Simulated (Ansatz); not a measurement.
# C₂H₇GaO: how energies converge with the basis set

One table from this session's results is given with a row withheld; the runs are named, their logs left out.

Program: Ansatz 0.2.0, Gaussian basis. Level of theory: one geometry, several basis sets. These are calculated values, not measurements.

Levels to be run: PBE0-D4/def2-SVP; ωB97M-V/def2-SVP; PBE0-D4/def2-QZVPP; ωB97M-V/def2-QZVPP; the functionals' def2-TZVPP values are taken from earlier runs.

## The geometry

The geometry comes from an earlier relaxation with PBE0-D4 in a triple-zeta def2 set; it is a stationary point, not always the lowest conformer.

SMILES `OC[CH2][GaH2]`, 11 atoms, charge 0, spin multiplicity 1.

Atoms are counted from 1 here; the program's logs count them from 0.

Bond lengths: O1–C2 1.461 Å, O1–H5 0.961 Å, C2–C3 1.510 Å, C2–H6 1.093 Å, C2–H7 1.094 Å, C3–Ga4 2.012 Å, C3–H8 1.090 Å, C3–H9 1.090 Å, Ga4–H10 1.571 Å, Ga4–H11 1.579 Å. Angles: C2–O1–H5 111.7°, O1–C2–C3 104.3°, O1–C2–H6 108.7°, O1–C2–H7 107.8°, C3–C2–H6 111.4°, C3–C2–H7 115.4°, H6–C2–H7 108.9°, C2–C3–Ga4 94.7°, C2–C3–H8 112.3°, C2–C3–H9 112.3°, Ga4–C3–H8 115.5°, Ga4–C3–H9 112.6°, H8–C3–H9 108.9°, C3–Ga4–H10 121.6°, C3–Ga4–H11 117.5°, H10–Ga4–H11 120.2°.

The first run:

File in.yaml:

```yaml
crystal:
  periodic: [false, false, false]
  atoms:
    - {symbol: O, position_ang: [-1.283549, 0.347205, 0.013824]}
    - {symbol: C, position_ang: [-0.037883, 1.021174, 0.374060]}
    - {symbol: C, position_ang: [1.038853, 0.191469, -0.284397]}
    - {symbol: Ga, position_ang: [-0.093230, -1.466783, -0.420601]}
    - {symbol: H, position_ang: [-1.971474, 0.498632, 0.668075]}
    - {symbol: H, position_ang: [0.062026, 1.013310, 1.462909]}
    - {symbol: H, position_ang: [-0.106534, 2.057835, 0.031678]}
    - {symbol: H, position_ang: [1.930275, 0.102208, 0.335725]}
    - {symbol: H, position_ang: [1.324746, 0.584657, -1.260323]}
    - {symbol: H, position_ang: [-0.581206, -2.018772, -1.808460]}
    - {symbol: H, position_ang: [-0.282016, -2.330925, 0.887520]}
basis:
  gaussian: {orbitals: def2-SVP}
hamiltonian: {xc: pbe0, dispersion: d4}
output: {orbitals: {seedname: orbitals}}
```

Among the steps run: PBE0-D4 in def2-SVP; ωB97M-V in def2-SVP; PBE0-D4 in def2-QZVPP; ωB97M-V in def2-QZVPP.

One of the session's tables, all rows but one given; the rest of the session is left out.

It belongs to the step «Functionals by basis». 

```
functional       basis  HOMO (eV)  LUMO (eV)
   PBE0-D4    def2-SVP          ?          ?
   PBE0-D4  def2-TZVPP      -7.27      -0.34
   PBE0-D4  def2-QZVPP      -7.28      -0.51
   ωB97M-V    def2-SVP      -9.41       1.58
   ωB97M-V  def2-TZVPP      -9.47       1.22
   ωB97M-V  def2-QZVPP      -9.48       0.79
```

Estimate the missing values for PBE0-D4, def2-SVP.

**Answer.** HOMO (eV): -7.23; LUMO (eV): -0.09. In the column «HOMO (eV)» it is the highest.
